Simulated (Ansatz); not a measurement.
# CH₃NOSSi: basis-set convergence

The task here is to estimate one member of a computed series from the others.

The runs use Ansatz 0.2.0, Gaussian basis; one geometry, several basis sets.

The runs, in order: PBE0-D4/def2-SVP; ωB97M-V/def2-SVP; PBE0-D4/def2-QZVPP; ωB97M-V/def2-QZVPP; the functionals' def2-TZVPP values are taken from earlier runs.

### Structure used throughout

The geometry comes from an earlier relaxation with PBE0-D4 in a triple-zeta def2 set; it is a stationary point, not always the lowest conformer.

SMILES `N=C1S[SiH]1O`, 8 atoms, charge 0, spin multiplicity 1.

Atoms are counted from 1 here; the program's logs count them from 0.

Bond lengths: N1–C2 1.252 Å, N1–H6 1.020 Å, C2–S3 1.831 Å, C2–Si4 1.825 Å, S3–Si4 2.100 Å, Si4–O5 1.628 Å, Si4–H7 1.472 Å, O5–H8 0.960 Å. Angles: C2–N1–H6 110.6°, N1–C2–S3 127.6°, N1–C2–Si4 162.3°, S3–C2–Si4 70.1°, C2–S3–Si4 54.8°, C2–Si4–S3 55.1°, C2–Si4–O5 124.0°, C2–Si4–H7 122.3°, S3–Si4–O5 121.8°, S3–Si4–H7 120.6°, O5–Si4–H7 106.1°, Si4–O5–H8 117.8°.

Set-up of the first run:

Contents of in.yaml:

```yaml
crystal:
  periodic: [false, false, false]
  atoms:
    - {symbol: N, position_ang: [0.190863, 1.673758, 1.393294]}
    - {symbol: C, position_ang: [0.219834, 0.565647, 0.811552]}
    - {symbol: S, position_ang: [-0.007878, -1.092762, 1.554459]}
    - {symbol: Si, position_ang: [0.323030, -0.715292, -0.484637]}
    - {symbol: O, position_ang: [-0.831642, -0.972784, -1.603435]}
    - {symbol: H, position_ang: [0.347304, 2.431877, 0.729125]}
    - {symbol: H, position_ang: [1.597601, -1.091483, -1.118195]}
    - {symbol: H, position_ang: [-1.746812, -0.855962, -1.337863]}
basis:
  gaussian: {orbitals: def2-SVP}
hamiltonian: {xc: pbe0, dispersion: d4}
output: {orbitals: {seedname: orbitals}}
```

Started as:

```sh
$ ansatz run in.yaml --threads 2 --pin off --events-out ev --progress --plain --max-ram 4352MiB
```

Among the steps run: PBE0-D4 in def2-SVP; ωB97M-V in def2-SVP; PBE0-D4 in def2-QZVPP; ωB97M-V in def2-QZVPP.

One table of the session follows, with a row left open; its other results are not shown here.

It belongs to the step «Density functionals: the series». 

```
functional       basis  HOMO (eV)
   PBE0-D4    def2-SVP      -6.86
   PBE0-D4  def2-TZVPP      -7.01
   PBE0-D4  def2-QZVPP          ?
   ωB97M-V    def2-SVP      -8.95
   ωB97M-V  def2-TZVPP      -9.14
   ωB97M-V  def2-QZVPP      -9.19
```

**Question.** Estimate the row for PBE0-D4, def2-QZVPP.

As computed: HOMO (eV): -7.05. In the column «HOMO (eV)» it lies between ωB97M-V, def2-SVP (-8.95) and PBE0-D4, def2-TZVPP (-7.01).
